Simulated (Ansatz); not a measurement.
# WSb (NiAs type): other levels of theory at one geometry

An exercise on one series of results from a longer session: the logs are not shown, and one member is left open.

Method: DFT at several levels, plane waves, PAW, in Ansatz 0.2.0.

1 further run of the same task is left out (set aside as unsound or not needed). Runs told in other sessions of the task aren't counted.

### The system as given

It takes space group P6_3/mmc (No. 194, hexagonal). Conventional cell: a = 4.400 Å, b = 4.400 Å, c = 5.210 Å, α = 90.00°, β = 90.00°, γ = 120.00°. Around W (site symmetry -3m) lie 2 W at 2.61 Å and 6 Sb at 2.85 Å. Sb (site symmetry -6m2) has 6 W at 2.85 Å in its first shell of neighbours.

Coordinates:

```cif
data_structure
_symmetry_space_group_name_H-M 'P 1'
_symmetry_Int_Tables_number 1
_cell_length_a 4.4002
_cell_length_b 4.4002
_cell_length_c 5.2102
_cell_angle_alpha 90.000
_cell_angle_beta 90.000
_cell_angle_gamma 120.000
_cell_volume 87.36
loop_
_atom_site_label
_atom_site_type_symbol
_atom_site_fract_x
_atom_site_fract_y
_atom_site_fract_z
_atom_site_occupancy
W1 W 0.00000 0.00000 0.00000 1
W2 W 0.00000 0.00000 0.50000 1
Sb1 Sb 0.33333 0.66667 0.25000 1
Sb2 Sb 0.66667 0.33333 0.75000 1
```

This cell comes from an earlier session at PBE: 21.841 Å³/atom at 0.00 GPa, on a 10×10×6 mesh, metallic.

Levels to run: PBE+SOC; r²SCAN; PBEsol; LDA. Hardware: 2 threads of Arm Neoverse V2, shared host.

The first run:

Input file input.yaml:

```yaml
crystal:
  lattice:
    - [4.4002257458, 0.0, 0.0]
    - [-2.2001128729, 3.8107072783, 0.0]
    - [0.0, 0.0, 5.2102217637]
  atoms:
    - { symbol: W, position: [0.0, 0.0, 0.0] }
    - { symbol: W, position: [0.0, 0.0, 0.5] }
    - { symbol: Sb, position: [0.3333333333, 0.6666666667, 0.25] }
    - { symbol: Sb, position: [0.6666666667, 0.3333333333, 0.75] }
basis:
  ecutwfc: 420
  ecutrho_ratio: 4
kpoints:
  mp_grid: { grid: [10, 10, 6] }
hamiltonian:
  xc: pbe
scf:
  occupations: { method: gaussian, width: 0.05 }
output:
  forces: true
  stress: true
  eigenvalues: true
  populations: true
  dos: { projected: true, de: 0.02 }
  write_density: true
  write_potential: true
  elf: true
  volumetric_format: npy
magnetization:
  noncollinear: true
  spin_orbit: true
```

Started as:

```sh
> ansatz run input.yaml --threads 2 --pin off --max-ram 2662MiB --backend cpu --events-out ev --progress --plain --runs-dir out
```

Among the steps run: PBE+SOC; r²SCAN; PBEsol; LDA.

One of the session's tables, all rows but one given; the rest of the session is left out.

```
  level  pressure (GPa)
    PBE             0.0
    LDA            -7.8
 PBEsol            -5.0
PBE+SOC               ?
 r²SCAN            -2.4
```

**Question.** Estimate the row for PBE+SOC.

The run gave: pressure (GPa): 0.2. In the column «pressure (GPa)» it is the highest.

The pressure runs from -7.8 GPa (LDA) to 0.2 GPa (PBE+SOC); a negative pressure means that level wants a smaller cell, a positive one a larger cell. Total energies of different levels have different zeros and can't be compared.
